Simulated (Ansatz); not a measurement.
I need a single point from a YAML input of Li3Ag2, space group P4/mmm. Use Ansatz's Python interface. Settings: PBEsol, PAW, the default cutoff (420 eV here), 7×7×2 k-points, Fermi-Dirac smearing of 0.15 eV.

Contents of `scf.yaml`:
```yaml
crystal:
  lattice:
    - [3.24735, 0.0, 0.0]
    - [0.0, 3.24735, 0.0]
    - [0.0, 0.0, 15.283861]
  atoms:
    - { symbol: Li, position: [0.5, 0.5, 0.114677] }
    - { symbol: Li, position: [0.5, 0.5, 0.303844] }
    - { symbol: Li, position: [0.5, 0.5, 0.5] }
    - { symbol: Li, position: [0.5, 0.5, 0.696156] }
    - { symbol: Li, position: [0.5, 0.5, 0.885323] }
    - { symbol: Li, position: [0.0, 0.0, 0.0] }
    - { symbol: Ag, position: [0.0, 0.0, 0.207187] }
    - { symbol: Ag, position: [0.0, 0.0, 0.402078] }
    - { symbol: Ag, position: [0.0, 0.0, 0.597922] }
    - { symbol: Ag, position: [0.0, 0.0, 0.792813] }
kpoints:
  mp_grid: { grid: [7, 7, 2] }
hamiltonian:
  xc: pbesol
scf:
  occupations: { method: fermi_dirac, width: 0.15 }
output:
  stress: true
  eigenvalues: true
```

The script, `yaml_run.py`:
```python
'''Li3Ag2 from YAML text.'''

import warnings

import ansatz as az
import numpy as np

warnings.simplefilter('ignore', az.DeckWarning)

outcome = az.Session.from_deck('scf.yaml').plan().execute()
data = outcome.report

print('%-22s %14.5f eV' % ('F = E - TS', data['free_energy_ev']))
print('%-22s %14.5f eV' % ('E', data['internal_energy_ev']))
print('%-22s %14.5f eV' % ('Harris-Foulkes', data['harris_foulkes_ev']))
print('%-22s %14.5f eV' % ('Fermi level', data['fermi_energy_ev']))

# the stress is positive in compression
sigma = data['stress_gpa']
voigt = [sigma[0][0], sigma[1][1], sigma[2][2], sigma[1][2], sigma[0][2], sigma[0][1]]
print('stress xx yy zz yz xz xy (GPa, compression positive):', ' '.join(f'{s:.3f}' for s in voigt))
print('P =', round(10 * float(np.mean(voigt[:3])), 2), 'kbar')

print('band  energy (eV)  occupation, at k =', data['kpoints_frac'][0])
for band, (e, occ) in enumerate(zip(data['eigenvalues_ev'][0], data['occupations'][0]), start=1):
    print(f'{band:4d} {e:12.4f} {occ:9.4f}')

edges = data.get('band_edges_ev')
if edges:
    print(f'band edges on the mesh: {edges[0]:.3f} and {edges[1]:.3f} eV, gap {edges[1] - edges[0]:.3f} eV')
else:
    print('no band edges reported (a metal, or a gap too narrow for this smearing); Fermi level', round(data['fermi_energy_ev'], 3), 'eV')

used = data['setup']
print('cutoffs (eV):', used['ecut_ev'], used['ecutrho_ev'], ' FFT grid:', used['fft_dense'])
print('cell volume {:.3f} A^3, {} symmetry operations'.format(used['cell_volume_ang3'], used['n_sym_ops']))

terms = data['components']
print({name: round(terms[name], 3) for name in ('e_kinetic', 'e_hartree', 'e_xc', 'e_local', 'e_nonlocal')})
```

```console
$ python yaml_run.py
F = E - TS               -31308.55916 eV
E                        -31308.30904 eV
Harris-Foulkes           -31308.55916 eV
Fermi level                   8.32751 eV
stress xx yy zz yz xz xy (GPa, compression positive): -0.856 -0.856 -0.692 0.000 0.000 -0.000
P = -8.01 kbar
band  energy (eV)  occupation, at k = [0.0, 0.0, 0.0]
   1     -83.7561    2.0000
   2     -83.7561    2.0000
   3     -83.6915    2.0000
   4     -83.6899    2.0000
   5     -47.2524    2.0000
   6     -47.2509    2.0000
   7     -47.2383    2.0000
   8     -47.2383    2.0000
   9     -47.2383    2.0000
  10     -47.2383    2.0000
  11     -47.1965    2.0000
  12     -47.1744    2.0000
  13     -47.1744    2.0000
  14     -47.1721    2.0000
  15     -47.1721    2.0000
  16     -47.1696    2.0000
  17     -37.4628    2.0000
  18     -37.0160    2.0000
  19     -37.0160    2.0000
  20     -36.7762    2.0000
  21     -36.7657    2.0000
  22     -36.7646    2.0000
  23       2.3069    2.0000
  24       2.6456    2.0000
  25       2.8629    2.0000
  26       2.9779    2.0000
  27       3.0423    2.0000
  28       3.0783    2.0000
  29       3.1131    2.0000
  30       3.2090    2.0000
  31       3.3025    2.0000
  32       3.3578    2.0000
  33       3.7842    2.0000
  34       3.7842    2.0000
  35       3.9401    2.0000
  36       3.9401    2.0000
  37       4.0938    2.0000
  38       4.1909    2.0000
  39       4.1909    2.0000
  40       4.2876    2.0000
  41       4.2907    2.0000
  42       4.3564    2.0000
  43       4.3959    2.0000
  44       4.4236    2.0000
  45       4.4236    2.0000
  46       5.6780    2.0000
  47       5.9733    2.0000
  48       8.8608    0.0556
  49       8.9541    0.0302
  50      12.7463    0.0000
  51      13.0370    0.0000
  52      14.4514    0.0000
  53      14.4514    0.0000
  54      15.1922    0.0000
  55      15.1922    0.0000
  56      15.4705    0.0000
  57      15.4705    0.0000
  58      16.3489    0.0000
no band edges reported (a metal, or a gap too narrow for this smearing); Fermi level 8.328 eV
cutoffs (eV): 420.0 1680.0  FFT grid: [24, 24, 108]
cell volume 161.173 A^3, 16 symmetry operations
{'e_kinetic': 2242.626, 'e_hartree': 8078.364, 'e_xc': -797.265, 'e_local': -17829.811, 'e_nonlocal': 128.62}
```

What to keep in mind:
- The settings weren't tested for convergence.
- The energy terms are those on the plane-wave grid, with the one-centre PAW part apart; the terms shown are only some of the summands, so they needn't add up to F.
- The computed bands are complete only to about 4.9 eV above the Fermi level.
- The mesh is modest for a metal, so energies can be off by several to tens of meV an atom and pressures by half a GPa or more; differences at equal mesh fare better.
- Only differences from the Fermi energy are physical; the zero of the scale is a convention.
- The smearing is wide enough that free energy and stress hold a thermal part of the electrons.
- This cell is a computed structure, which may not be the phase found in nature.
- Levels are Kohn-Sham eigenvalues on this mesh, without spin-orbit coupling.
- Timing: 11 s on 1 thread of Arm Neoverse V1, on a shared host, peak memory 0.5 GiB.

(Lines on the test bed's own set-up are left out of the output.)
